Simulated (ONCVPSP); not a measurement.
# Pt: generating and testing an ONCV potential

Aim: build the potential from the settings below, then test how well it stands in for the atom: other configurations, scattering, ghost states and the plane-wave cutoff that it needs.

Program: ONCVPSP 4.0.1. Reference atom: PBEsol, scalar-relativistic, spherical and spin-unpolarised. All values are calculated.

### 1 Starting point

The settings as typed:

| Quantity | Value |
| --- | --- |
| element | platinum (Pt, Z = 78) |
| type | optimised norm-conserving Vanderbilt (ONCV) |
| frozen core | [Kr] 4d10 |
| valence charge | 32 |
| reference configuration | 4f14 5s2 5p6 5d9 6s1 |
| partial waves | 5s+6s: rc 1.45 bohr, ncon 3, nbas 6, qcut 9.6 1/bohr, 2 projectors; 5p: rc 1.60 bohr, ncon 4, nbas 7, qcut 7.9 1/bohr, 2 projectors, debl 3 Ha; 5d: rc 1.60 bohr, ncon 5, nbas 8, qcut 5.4 1/bohr, 2 projectors, debl 2.6 Ha; 4f: rc 0.90 bohr, ncon 4, nbas 8, qcut 15.5 1/bohr, 1 projector |
| local potential | polynomial inside 0.65 bohr (lpopt 4, dvloc0 0 Ha) |
| core correction | Teter function fitted to the true core (icmod 2), fcfact 0.35 |

The outer shells as boxes (Hund's rule for the drawing; the calculation is spin-unpolarised):

```
[Kr] core
4d [↑↓][↑↓][↑↓][↑↓][↑↓]
4f [↑↓][↑↓][↑↓][↑↓][↑↓][↑↓][↑↓]
5s [↑↓]
5p [↑↓][↑↓][↑↓]
5d [↑↓][↑↓][↑↓][↑↓][↑ ]
6s [↑ ]
```

### 2 The generation run

Pt.dat reads:

```
# ATOM AND REFERENCE CONFIGURATION
# atsym  z   nc   nv     iexc    psfile
  Pt 78.00    9    5  -116133      upf
#
#   n    l    f
    1    0    2.00
    2    0    2.00
    2    1    6.00
    3    0    2.00
    3    1    6.00
    3    2   10.00
    4    0    2.00
    4    1    6.00
    4    2   10.00
    4    3   14.00
    5    0    2.00
    5    1    6.00
    5    2    9.00
    6    0    1.00
#
# PSEUDOPOTENTIAL AND OPTIMIZATION
# lmax
    3
#
#   l,   rc,      ep,       ncon, nbas, qcut
    0    1.45    0.00    3    6    9.60
    1    1.60    0.00    4    7    7.90
    2    1.60    0.00    5    8    5.40
    3    0.90    0.00    4    8   15.50
#
# LOCAL POTENTIAL
# lloc, lpopt,  rc(5),   dvloc0
    4    4    0.65    0.00
#
# VANDERBILT-KLEINMAN-BYLANDER PROJECTORs
# l, nproj, debl
    0    2    3.40
    1    2    3.00
    2    2    2.60
    3    1    3.70
#
# MODEL CORE CHARGE
# icmod, fcfact, rcfact
    2    0.35    0.95
#
# LOG DERIVATIVE ANALYSIS
# epsh1, epsh2, depsh
   -5.00    5.00    0.04
#
# OUTPUT GRID
# rlmax, drl
    6.00    0.01
#
# TEST CONFIGURATIONS
# ncnf
    4
# nvcnf
#   n    l    f
    5
    4    3   14.00
    5    0    2.00
    5    1    6.00
    5    2    9.00
    6    0    0.00
#
    5
    4    3   14.00
    5    0    2.00
    5    1    6.00
    5    2    8.00
    6    0    0.00
#
    5
    4    3   14.00
    5    0    2.00
    5    1    6.00
    5    2    7.00
    6    0    0.00
#
    5
    4    3   14.00
    5    0    2.00
    5    1    6.00
    5    2    6.00
    6    0    0.00
#
```

Command:

```console
$ oncvpsp.x < Pt.dat > Pt.out
```

What does the calculation give? Wanted: cutoffs for 1 and 0.1 mHa per electron, occupied waves; bound ghosts; GHOST(+) flags; largest test error; largest phase difference near zero energy, channels read; rms error of d²Exc/dn², without and with the model core.

The runs gave:

| quantity | value |
| --- | --- |
| cutoffs for 1 and 0.1 mHa per electron, occupied waves | 315 Ha and 418 Ha |
| bound ghosts | s at -305.08 eV |
| GHOST(+) flags | p at 95 eV |
| largest test error (AE − PS) | -23 meV, for 4f14 5s2 5p6 5d6 6s0 |
| largest phase difference near zero energy, channels read | 0.035 rad |
| rms error of d²Exc/dn², without and with the model core | 5.09 and 1.73 mHa |

In words: It has a bound ghost (s), a state that the atom doesn't have, and that rules the file out. By total energies transferability is good: the largest error is 23 meV on 107.2 eV, for 4f14 5s2 5p6 5d6 6s0. Atomic tests can pass in spite of a ghost, since they solve only for the levels asked. By its cutoff, 315 Ha for the looser tolerance, it is very hard. At the looser tolerance the 4f wave is the slowest; 5s needs 32 Ha. Near zero energy the largest phase difference among the channels read is 0.04 rad, in the f channel. The program also flags highly localised states, GHOST(+) (p). These are tests on the free atom; a crystal test is still owed.
